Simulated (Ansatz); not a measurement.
**CH6ClNSSi: how energies converge with the basis set**

An exercise on one series of results from a longer session: the logs are not shown, and one member is left open.

Method: one geometry, several basis sets; program: Ansatz 0.2.0, Gaussian basis.

Levels to be run: PBE0-D4/def2-SVP; ωB97M-V/def2-SVP; PBE0-D4/def2-QZVPP; ωB97M-V/def2-QZVPP; the functionals' def2-TZVPP values are taken from earlier runs.

## The relaxed structure

The geometry comes from an earlier relaxation with PBE0-D4 in a triple-zeta def2 set; it is a stationary point, not always the lowest conformer.

11 atoms, charge 0, spin multiplicity 1.

Atoms are counted from 1 here; the program's logs count them from 0.

Bond lengths: N1–C2 1.453 Å, N1–H6 1.014 Å, N1–H7 1.015 Å, C2–S3 1.805 Å, C2–Si4 1.897 Å, C2–H8 1.095 Å, S3–H9 1.345 Å, Si4–Cl5 2.063 Å, Si4–H10 1.483 Å, Si4–H11 1.481 Å. Angles: C2–N1–H6 110.4°, C2–N1–H7 110.5°, H6–N1–H7 107.9°, N1–C2–S3 111.5°, N1–C2–Si4 116.1°, N1–C2–H8 108.5°, S3–C2–Si4 105.5°, S3–C2–H8 107.9°, Si4–C2–H8 107.0°, C2–S3–H9 97.1°, C2–Si4–Cl5 106.7°, C2–Si4–H10 110.4°, C2–Si4–H11 112.8°, Cl5–Si4–H10 107.7°, Cl5–Si4–H11 107.7°, H10–Si4–H11 111.4°.

The first run:

in.yaml

```yaml
crystal:
  periodic: [false, false, false]
  atoms:
    - {symbol: N, position_ang: [0.124449, 1.112465, 1.056156]}
    - {symbol: C, position_ang: [-0.193796, -0.188213, 0.491669]}
    - {symbol: S, position_ang: [0.916768, -1.468188, 1.114279]}
    - {symbol: Si, position_ang: [-0.109535, -0.321885, -1.399146]}
    - {symbol: Cl, position_ang: [-1.120080, 1.310675, -2.153177]}
    - {symbol: H, position_ang: [1.095855, 1.344190, 0.882255]}
    - {symbol: H, position_ang: [-0.449873, 1.834039, 0.631743]}
    - {symbol: H, position_ang: [-1.213894, -0.454955, 0.785475]}
    - {symbol: H, position_ang: [0.490751, -1.450971, 2.389920]}
    - {symbol: H, position_ang: [1.297047, -0.233313, -1.860616]}
    - {symbol: H, position_ang: [-0.772190, -1.540745, -1.917858]}
basis:
  gaussian: {orbitals: def2-SVP}
hamiltonian: {xc: pbe0, dispersion: d4}
output: {orbitals: {seedname: orbitals}}
```

Steps of the session up to this table: PBE0-D4 in def2-SVP; ωB97M-V in def2-SVP; PBE0-D4 in def2-QZVPP; ωB97M-V in def2-QZVPP.

One table of the session follows, with a row left open; its other results are not shown here.

It belongs to the step «Density functionals: the series». 

```
functional       basis  HOMO (eV)  LUMO (eV)
   PBE0-D4    def2-SVP      -6.84       0.03
   PBE0-D4  def2-TZVPP      -7.07      -0.31
   PBE0-D4  def2-QZVPP      -7.13      -0.44
   ωB97M-V    def2-SVP          ?          ?
   ωB97M-V  def2-TZVPP      -9.35       1.53
   ωB97M-V  def2-QZVPP      -9.41       1.25
```

Q: Estimate the row for ωB97M-V, def2-SVP from the others.

The run gave: HOMO (eV): -9.10; LUMO (eV): 2.00. In the column «HOMO (eV)» it lies between ωB97M-V, def2-TZVPP (-9.35) and PBE0-D4, def2-QZVPP (-7.13).
